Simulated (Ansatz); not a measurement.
**AlO2 in Ansatz: the effect of functional**

AlO2:

```
Al O
1.0
     1.48816   -5.40283    0.00000
     1.48816    5.40283    0.00000
     0.00000    0.00000    3.64661
Al O
2 4
Direct
  0.66813 0.33187 0.75000
  0.33187 0.66813 0.25000
  0.06107 0.93893 0.75000
  0.93893 0.06107 0.25000
  0.29418 0.70582 0.75000
  0.70582 0.29418 0.25000
```

The cell comes from a database or a generator and needn't be the stable form of this composition.

Alike in all runs:

```yaml
Program: Ansatz 0.2.0
Task: projected density of states
Potentials_or_basis: Ansatz PAW
k_mesh: 9 × 9 × 7
Occupations: fermi-dirac, width 0.05 eV
Spin: no spin polarisation
```

```csv
functional,cutoff,pressure (GPa),largest force (eV/Å)
LDA,420 eV (not typed: the program's choice for these potentials),?,?
PBEsol,420 eV (not typed: the program's choice for these potentials),-5.9,0.64
RPBE,420 eV (not typed: the program's choice for these potentials),3.4,0.79
revPBE,420 eV (not typed: the program's choice for these potentials),2.3,0.77
BLYP,420 eV (not typed: the program's choice for these potentials),2.0,0.71
r2SCAN,500 eV (not typed: the program's choice for these potentials),-7.4,0.79
```

Q: What does the run with functional LDA give?

A: Pressure -11.7 GPa; largest force 0.45 eV/Å.

Caveats: the PAW data sets come from PBE, with cores solved anew for the run's functional, which leaves a small shift of forces and pressure; the density of states is complete only up to the lowest level of the last band computed.

Runs at the PBE level aren't shown here.
